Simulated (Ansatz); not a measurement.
**HfC (septet): from Hartree-Fock to the top rungs, def2-TZVPP**

The task here is to estimate one member of a computed series from the others.

Computed with Ansatz 0.2.0, Gaussian basis. Level: def2-TZVPP, core rule «outside noble gas», up to 5 orbitals frozen.

The runs, in order: UHF; ROHF; CCSD(T) on UHF.

### The geometry

The geometry is a PBE0/def2-TZVP stationary point (not a proven minimum) of the parent state, kept for this charge and spin. No spin-orbit coupling is included. Elements past krypton take def2 core potentials.

2 atoms, charge 0, spin multiplicity 7.

Atoms are counted from 1 here; the program's logs count them from 0.

Bond lengths: Hf1–C2 2.091 Å.

Coordinates:

```
Hf    0.0000    0.0000    0.0000
C     0.0000    0.0000    2.0906
```

Set-up of the first run:

Input file in.yaml:

```yaml
crystal:
  periodic: [false, false, false]
  atoms:
    - {symbol: Hf, position_ang: [0.000000, 0.000000, 0.000000]}
    - {symbol: C, position_ang: [0.000000, 0.000000, 2.090600]}
basis:
  gaussian: {orbitals: def2-TZVPP}
magnetization: {spin_polarized: true, initial_magnetization: 6}
hamiltonian: {xc: hf}
output: {orbitals: {seedname: orbitals}}
```

Started as:

```console
$ ansatz run in.yaml --threads 1 --pin off --events-out ev --progress --plain --max-ram 4096MiB --backend cpu
```

Among the steps run: UHF; ROHF; CCSD(T) on UHF.

One table of the session follows, with a row left open; its other results are not shown here.

It belongs to the step «Misses and costs». 

```
  method  from UCCSD(T) (kJ/mol)
    ROHF                  +390.0
     UHF                  +378.0
    UMP2                       ?
   UCCSD                   +15.1
UCCSD(T)                       0
```

Estimate the missing values for UMP2.

As computed: from UCCSD(T) (kJ/mol): +72.2. In the column «from UCCSD(T) (kJ/mol)» it lies between UCCSD (+15.1) and UHF (+378.0).
